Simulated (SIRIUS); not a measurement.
The system is HPbNO4.

```
H Pb N O
1.0
     4.12040   -0.00081   -0.01120
     0.00404    6.42722    0.05360
     0.02791    3.20707    7.74994
H Pb N O
2 2 2 8
Cartesian
  3.7380 2.9684 3.7875
  1.6795 6.6644 4.0009
  1.6467 4.2515 5.4933
  3.6983 5.3813 2.2951
  2.6193 1.9491 1.6102
  0.5769 7.6848 6.1852
  3.7590 3.8553 4.2210
  2.2235 3.1363 1.5259
  2.2071 1.0645 0.8217
  3.4590 1.6183 2.5274
  1.6973 5.7776 3.5672
  0.1804 6.4980 6.2725
  0.1698 8.5703 6.9754
  1.4117 8.0143 5.2631
```

The cell was built by a generator and needn't be a form met in nature.

| Item | Value |
| --- | --- |
| Program | SIRIUS 7.12.0 |
| Task | single point |
| Functional | PBE |
| Potentials or basis | PseudoDojo 0.4.1 PBE standard (scalar relativistic) |
| Cutoff | 1152 eV |
| Density cutoff | 4606 eV |
| k mesh | 7 × 5 × 4 |
| Occupations | fermi-dirac, width 0.05 eV |
| Spin | no spin polarisation |

On this cell: pressure 0.0 GPa; largest force 0.193 eV/Å; band gap on the k mesh 3.26 eV.

The same run follows on a disturbed copy (atoms moved at random, drawn with an rms of 0.05 Å):

```
CELL_PARAMETERS angstrom
4.12040 -0.00081 -0.01120
0.00404 6.42722 0.05360
0.02791 3.20707 7.74994
ATOMIC_POSITIONS crystal
H 0.88930 0.21034 0.49227
H 0.39854 0.77415 0.51431
Pb 0.40593 0.31193 0.70749
Pb 0.89817 0.68775 0.29020
N 0.62138 0.19157 0.20704
N 0.13717 0.80684 0.79236
O 0.89520 0.32694 0.54193
O 0.53497 0.39513 0.19078
O 0.52882 0.11553 0.10660
O 0.83046 0.09022 0.32967
O 0.38735 0.66701 0.45450
O 0.03834 0.61195 0.80205
O 0.03270 0.89727 0.89443
O 0.33451 0.91290 0.66863
```

Question: What does the disturbed cell give?

Answer: The energy moves by +22.9 meV/atom; pressure -1.2 GPa; largest force 5.247 eV/Å; band gap on the k mesh 2.97 eV.

Forces in eV/Å, atoms in the order of the input:
```
H   -0.027  0.309 -0.038
H   -0.188 -0.466 -0.390
Pb  -0.252 -0.066 -0.192
Pb  -0.222 -0.230  0.102
N    1.423  4.692  1.867
N   -0.868 -1.008 -0.056
O    0.240 -0.147  0.103
O    0.093 -1.324  0.212
O   -0.919 -2.525 -1.536
O   -0.604 -0.803 -0.544
O    0.463  0.605  0.364
O    0.230  1.494  0.471
O    0.679 -1.118 -0.948
O   -0.045  0.588  0.585
```

Stress tensor (GPa, compression positive):
```
-0.66  0.87  0.51
 0.87 -2.41 -0.24
 0.51 -0.24 -0.50
```

Caveats: spin-orbit coupling is left out, which as a rule narrows the gap of such compounds by several tenths of an eV; an odd mesh through Γ misses points on the zone boundary, where band edges often lie.
